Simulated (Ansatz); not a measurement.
**Sb (fcc type): how the settings move a single-point run**

Aim: see which settings change the result for Sb (fcc type), by how much, and at what cost.

Program: Ansatz 0.2.0. Level of theory: reference: DFT, PBEsol, PAW with Ansatz's default frozen-core files, scalar-relativistic. These are calculated values, not measurements.

1 further run of the same task is left out (it didn't finish). Runs told in other sessions of the task aren't counted.

**1. The starting structure**

The structure is cubic, space group Fm-3m (No. 225). Conventional cell: a = 3.977 Å, b = 3.977 Å, c = 3.977 Å, α = 90.00°, β = 90.00°, γ = 90.00°. Around Sb (site symmetry m-3m) lie 12 Sb at 2.81 Å.

Coordinates:

```xyz
1
Lattice="0.0000 1.9886 1.9886 1.9886 0.0000 1.9886 1.9886 1.9886 0.0000" Properties=species:S:1:pos:R:3 pbc="T T T"
Sb    0.0000    0.0000    0.0000
```

**2. Baseline**

Contents of input.yaml:

```yaml
crystal:
  lattice:
    - [0.0, 1.9885796872, 1.9885796872]
    - [1.9885796872, 0.0, 1.9885796872]
    - [1.9885796872, 1.9885796872, 0.0]
  atoms:
    - { symbol: Sb, position: [0.0, 0.0, 0.0] }
kpoints:
  mp_grid: { grid: [15, 15, 15] }
scf:
  occupations: { method: fermi_dirac, width: 0.1 }
hamiltonian:
  xc: pbesol
  pseudopotentials: { kind: paw }
output:
  forces: true
  stress: true
  eigenvalues: true
  populations: true
```

Run with:

```bash
$ ansatz run input.yaml --threads 1 --pin off --max-ram 2048MiB --backend cpu --events-out ev --progress --plain --runs-dir out
```

**3. Variant: symmetry.detect false**

input.yaml, as its differences from that of step 2:

```diff
@@ -7,2 +7,3 @@
     - { symbol: Sb, position: [0.0, 0.0, 0.0] }
+  symmetry: { detect: false }
 kpoints:
```

**4. Changed: pseudopotentials.kind nc**

input.yaml, as its differences from that of step 2:

```diff
@@ -13,3 +13,3 @@
   xc: pbesol
-  pseudopotentials: { kind: paw }
+  pseudopotentials: { kind: nc }
 output:
@@ -19 +19,5 @@
   populations: true
+  write_density: true
+  write_potential: true
+  elf: true
+  volumetric_format: npy
```

What does the calculation give? Wanted: for each run, ending; energy change; pressure; gap; force.

**Answer**, as computed:

| run | ending | energy change | pressure (GPa) | gap (eV) | force (eV/Å) | cycles | time |
| --- | --- | --- | --- | --- | --- | --- | --- |
| reference | converged | 0 | 110.9 | 0.00 | 0.00 | 6 | 1.7 s |
| 1: symmetry.detect false | converged | 0.0 meV/atom | 110.9 | 0.00 | 0.00 | 6 | 34 s |
| 2: pseudopotentials.kind nc | converged | not comparable | 110.3 | 0.00 | 0.00 | 6 | 5.9 s |

Times don't compare one to one where runs were asked for different outputs or read a saved state (see the inputs); cycles may leave out searches for a lower state.

Residual by cycle in the longest SCF loop of each run; runs are numbered as in the table. The quantity is the density residual dr2, in eV.

| cycle | reference | run 1 | run 2 |
| --- | --- | --- | --- |
| 1 | 0.0103 | 0.0103 | 0.0392 |
| 2 | 5.9e-4 | 5.9e-4 | 0.00358 |
| 3 | 8.5e-6 | 8.4e-6 | 1.6e-4 |
| 4 | 3.6e-7 | 3.7e-7 | 3.7e-7 |
| 5 | 3.4e-9 | 3.7e-9 | 1.4e-8 |
| 6 | 2.6e-11 | 2.7e-11 | 3.3e-10 |

«symmetry.detect false» leaves the energy as it was. The pressure spans 110.3 to 110.9 GPa over the reference and the converged variants. Semilocal functionals close small gaps, and spin-orbit coupling, left out here, moves these band edges, so the missing gap need not be the real solid's. The structure is not at rest: the sound run finds 111 GPa, so these are no properties of the relaxed crystal. 
